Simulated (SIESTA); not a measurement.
Crystal: FeO2.

```xyz
6
Lattice="4.6094 0.0000 0.0000 0.0000 4.6094 0.0000 0.0000 0.0000 2.9771" Properties=species:S:1:pos:R:3 pbc="T T T"
Fe    2.3047    2.3047    1.4886
Fe    0.0000    0.0000    0.0000
O     0.8783    3.7311    1.4886
O     3.1830    3.1830    0.0000
O     1.4264    1.4264    0.0000
O     3.7311    0.8783    1.4886
```

The cell comes from a database or a generator and needn't be the stable form of this composition.

```yaml
Program: SIESTA 5.4.2
Task: single point
Functional: PBEsol
Potentials_or_basis: PseudoDojo 0.4 standard (PBEsol files)
Basis: DZP (energy shift 0.003 Ry; two zetas on semicore shells)
Grid_cutoff: 800 Ry
Energy_shift: 0.003 Ry
k_mesh: 6 × 6 × 9
Occupations: fermi-dirac, width 0.05 eV
Spin: collinear spin, ferromagnetic start
Starting_moments: "[3.0, 3.0, 0.0, 0.0, 0.0, 0.0] μB"
```

On this cell: pressure -20.3 GPa; largest force 0.243 eV/Å; net moment 6.60 μB per cell; site moments Fe +2.86; O +0.22 μB; band gap on the k mesh none (metal or under the smearing width).

The same run follows on a disturbed copy (atoms moved at random, drawn with an rms of 0.05 Å):

```
Fe O
1.0
     4.60941    0.00000    0.00000
     0.00000    4.60941    0.00000
     0.00000    0.00000    2.97711
Fe O
2 4
Direct
  0.50724 0.50708 0.49987
  0.98963 0.00384 0.00001
  0.18518 0.81255 0.50415
  0.68645 0.69499 0.00370
  0.29965 0.32522 0.97584
  0.80622 0.18833 0.50214
```

Q: What changes?

A: The energy (extrapolated to zero smearing) moves by +9.5 meV/atom; pressure -19.0 GPa; largest force 0.978 eV/Å; net moment 6.65 μB per cell; site moments Fe +2.90, +2.85; O +0.23, +0.22 μB; band gap on the k mesh none (metal or under the smearing width).

Forces in eV/Å, atoms in the order of the input:
```
Fe  -0.951 -0.230  0.001
Fe   0.710 -0.169  0.005
O   -0.228  0.403 -0.147
O    0.123 -0.048 -0.091
O    0.431 -0.081  0.357
O   -0.085  0.124 -0.124
```

Stress tensor (GPa, compression positive):
```
-15.58  -0.10   0.13
 -0.10 -14.81  -0.02
  0.13  -0.02 -26.74
```

Caveats: short orbitals over semicore shells can move pressures by several GPa; the basis of atomic orbitals isn't converged, which shifts pressures, moduli and gaps; semilocal functionals often make such compounds metallic where correlation or magnetic order opens a gap, which also shifts bond lengths; only a ferromagnetic start was run, and an antiferromagnetic order may lie lower in energy; so large a pressure means that the cell lies far from this level's equilibrium, or that cutoff or potentials fall short (some runs).
